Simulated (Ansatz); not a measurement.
**MgO2: properties at the relaxed cell**

The task here is to estimate one member of a computed series from the others.

Computed with Ansatz 0.2.0 (DFT r2SCAN, scalar-relativistic, plane waves, PAW, unless a step's input says otherwise).

## Starting point

Symmetry: I4/mcm, No. 140, tetragonal system. Conventional cell: a = 4.380 Å, b = 4.380 Å, c = 5.380 Å, α = 90.00°, β = 90.00°, γ = 90.00°. Mg (site symmetry 422) is surrounded by 8 O at 2.20 Å. O (site symmetry m2m) has 1 O at 1.48 Å as nearest neighbours.

As a file:

```
CELL_PARAMETERS angstrom
-2.19015 2.19015 2.68977
2.19015 -2.19015 2.68977
2.19015 2.19015 -2.68977
ATOMIC_POSITIONS crystal
Mg 0.25000 0.25000 0.00000
Mg 0.75000 0.75000 0.00000
O 0.11979 0.61979 0.73959
O 0.61979 0.88021 0.50000
O 0.88021 0.38021 0.26041
O 0.38021 0.11979 0.50000
```

It is the result of an earlier relaxation at this level (volume 8.60 Å³/atom; gap on the mesh: 3.57 eV).

The first run:

Input file input.yaml:

```yaml
crystal:
  lattice:
    - [-2.1680216433, 2.1680216433, 2.6626021212]
    - [2.1680216433, -2.1680216433, 2.6626021212]
    - [2.1680216433, 2.1680216433, -2.6626021212]
  atoms:
    - { symbol: Mg, position: [0.25, 0.25, 0.0] }
    - { symbol: Mg, position: [0.75, 0.75, 0.0] }
    - { symbol: O, position: [0.1197934384, 0.6197934384, 0.7395868769] }
    - { symbol: O, position: [0.6197934384, 0.8802065616, 0.5] }
    - { symbol: O, position: [0.8802065616, 0.3802065616, 0.2604131231] }
    - { symbol: O, position: [0.3802065616, 0.1197934384, 0.5] }
basis:
  ecutwfc: 500
kpoints:
  mp_grid: { grid: [8, 8, 8] }
hamiltonian:
  xc: r2scan
scf:
  occupations: { method: gaussian, width: 0.02 }
output:
  forces: true
  stress: true
  eigenvalues: true
relax:
  adjacent_minimum: "off"
  f_tol: 0.01
  max_steps: 30
  cell: { stress_tol: 0.1, fix: [volume] }
```

The run is started by

```sh
$ ansatz run input.yaml --threads 2 --pin off --max-ram 5120MiB --backend cpu --events-out ev --progress --plain --runs-dir out
```

Among the steps run: Point at V/V0 = 0.97; Volume × 1.03; Point at V/V0 = 0.94; Volume × 1.06; The cell scaled to 0.91 of its volume; Point at V/V0 = 1.10; Volume × 0.88.

One table of the session follows, with a row left open; its other results are not shown here.

It belongs to the step «Energy against volume». 

| volume (Å³/atom) | energy above the lowest point (meV/atom) | pressure (GPa) | gap on the mesh (eV) |
| --- | --- | --- | --- |
| 7.569 | 75.8 | 26.33 | 3.98 |
| 7.827 | 40.2 | 18.09 | 3.87 |
| 8.085 | 16.9 | 11.08 | 3.76 |
| 8.343 | 4.0 | 5.10 | 3.66 |
| 8.601 | 0.0 | 0.01 | 3.57 |
| 8.859 | 3.6 | -4.35 | 3.49 |
| 9.118 | ? | ? | ? |
| 9.462 | 35.6 | -12.19 | 3.29 |

Q: Estimate the row for volume (Å³/atom) = 9.118 from the others.

Worked estimate for «energy above the lowest point (meV/atom)». A straight line through the neighbours (8.859, 3.6) and (9.462, 35.6) gives 3.6 + (35.6 − 3.6) × (9.118 − 8.859) / (9.462 − 8.859) = 17.3; a parabola fitted to 3 rows on both sides gives 13.3.

As computed: energy above the lowest point (meV/atom): 13.7; pressure (GPa): -8.07; gap on the mesh (eV): 3.40. In «energy above the lowest point (meV/atom)» the line misses by +3.6 and the parabola by -0.4.
